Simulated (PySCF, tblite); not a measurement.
**C6H11NSSi: geometry, infrared bands and NMR shifts**

Aim: predict the infrared bands and NMR shifts of C6H11NSSi (`CS[SiH2]/C=C\CCC#N`).

Computed with tblite 0.8.0 and PySCF 2.14.0, with density-fitted response routines of our own, on a single molecule in the gas phase. Atoms count from 0, in the outputs and in this text.

### 1 The molecule as given

20 atoms, charge 0, multiplicity 1; geometry from: force field or distance geometry start.

Bonds of the start (Å): C0–S1 1.82, S1–Si2 2.13, Si2–C3 1.84, C3–C4 1.35, C4–C5 1.50, C5–C6 1.52, C6–C7 1.47, C7–N8 1.16, C0–H9 1.09, C0–H10 1.09, C0–H11 1.09, Si2–H12 1.47, Si2–H13 1.48, C3–H14 1.08, C4–H15 1.09, C5–H16 1.10, C5–H17 1.10, C6–H18 1.09, C6–H19 1.10.

### 2 Geometry optimisation with GFN2-xTB

The job: settings as JSON, then the geometry in Å.

```
{"job": {"kind": "relax", "xc": "GFN2-xTB", "basis": "xTB"}, "charge": 0, "multiplicity": 1}
C      3.335400    -0.563200     1.159900
S      1.741300    -1.022700     0.415100
Si     1.536000     0.372000    -1.181900
C     -0.096800     0.065200    -1.980400
C     -1.342700     0.178900    -1.475000
C     -1.764600     0.646700    -0.113700
C     -2.336100    -0.493800     0.719400
C     -2.764900    -0.005700     2.042900
N     -3.116900     0.378400     3.074200
H      3.535500    -1.224000     2.008700
H      4.134700    -0.659800     0.431700
H      3.289800     0.465100     1.532800
H      2.625000     0.168900    -2.142200
H      1.590700     1.745600    -0.627600
H      0.015900    -0.285000    -2.991200
H     -2.169600    -0.076800    -2.135800
H     -2.513800     1.437400    -0.234800
H     -0.930900     1.114400     0.426200
H     -3.190200    -0.945900     0.208600
H     -1.582900    -1.285000     0.859900
```

Launch:

```sh
OMP_NUM_THREADS=1 python probes_run.py task.json out
```

One launch serves the whole session: the jobs run in the order shown.

**Question.** This job is followed by: GFN2-xTB harmonic vibrations, gas phase; GIAO PBE0/pcSseg-1 NMR shielding, non-relativistic, gas phase. Predict these results of the whole session: strongest single infrared mode (GFN2-xTB); zero-point energy (GFN2-xTB); 13C shifts against TMS (PBE0/pcSseg-1); 1H shifts against TMS (PBE0/pcSseg-1, means over atoms taken as alike); 33S shifts against CS2 (PBE0/pcSseg-1); 29Si shifts against TMS (PBE0/pcSseg-1); 15N shifts against NH3 (PBE0/pcSseg-1); surface potential, 1st and 99th percentile.

**Answer**, as computed:

```
                                                              quantity                                      value
                             strongest single infrared mode (GFN2-xTB)                      2241 cm⁻¹, 318 km/mol
                                          zero-point energy (GFN2-xTB)                              94.8 kcal/mol
                                13C shifts against TMS (PBE0/pcSseg-1)  162.1, 127.3, 123.6, 36.9, 19.2, 14.8 ppm
1H shifts against TMS (PBE0/pcSseg-1, means over atoms taken as alike)     6.99, 6.08, 5.02, 2.60, 2.37, 2.10 ppm
                                33S shifts against CS2 (PBE0/pcSseg-1)                                   -213 ppm
                               29Si shifts against TMS (PBE0/pcSseg-1)                                  -37.5 ppm
                                15N shifts against NH3 (PBE0/pcSseg-1)                                  298.1 ppm
                                 surface potential, 1st and 99th percentile                         -1.87 V and 1.24 V
```

**Reading.** The optimisation took 100 steps and gained 0.156 eV; among the close pairs (by a distance rule), C6–C7 changed most, from 1.474 to 1.439 Å. No mode is imaginary among the 54: a minimum at this level. The strongest single mode, at 2241 cm⁻¹, moves mainly H13. Unscaled tight-binding wavenumbers are off by several per cent, some by more. Its intensities can rank the bands wrongly. At PBE0/pcSseg-1: Shielding is most anisotropic at N8 (span 499 ppm, paramagnetic term -371 ppm). By nearest atom (PBE0/pcSseg-1), the HOMO sits on S1 78 % and the LUMO on C3, C4 about 26 % each; Si2 10 %.
